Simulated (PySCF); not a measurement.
# C4HF5: the cost of one run

Programs: PySCF 2.14.0, with density-fitted response routines of our own. Each step states its level of theory. These are calculated values for one molecule in the gas phase, unless marked as measured. Atoms are numbered from 0 throughout.

## (1) Starting geometry

10 atoms, charge 0, multiplicity 1; geometry from: GFN2-xTB. The atoms were then displaced at random by about 0.01 Å, so the start is not that level's minimum.

Bonds of the start (Å): F0–C1 1.30, C1–C2 1.32, C2–F3 1.37, C2–C4 1.50, C4–F5 1.33, C4–F6 1.35, C4–C7 1.57, C7–F8 1.35, C7–C1 1.49, C7–H9 1.12.

## (2) Geometry optimisation at PBE0-D3(BJ)/def2-SVP

What the job is given:

```
{"job": {"xc": "PBE0", "basis": "def2-SVP", "d3": "d3bj", "grid": 1, "shake": 0.01, "kind": "geom"}, "charge": 0, "multiplicity": 1}
F      0.747130     2.316610     0.093310
C      0.430360     1.056920     0.022310
C      1.119320    -0.061200    -0.150610
F      2.448380    -0.354760    -0.282330
C     -0.081720    -0.959830    -0.052390
F     -0.399640    -1.679480    -1.120100
F     -0.104770    -1.789620     1.018020
C     -0.887440     0.373130     0.148150
F     -1.794210     0.627430    -0.818700
H     -1.426970     0.449850     1.121280
```

On the command line:

```sh
$ OMP_NUM_THREADS=1 python probes_run.py task.json out
```

This one command runs all jobs of the session in turn.

Q: Estimate the wall time and peak memory of this first job on 1 thread of Arm Neoverse V1, shared host.

About 55 s, with a peak of 0.5 GiB.
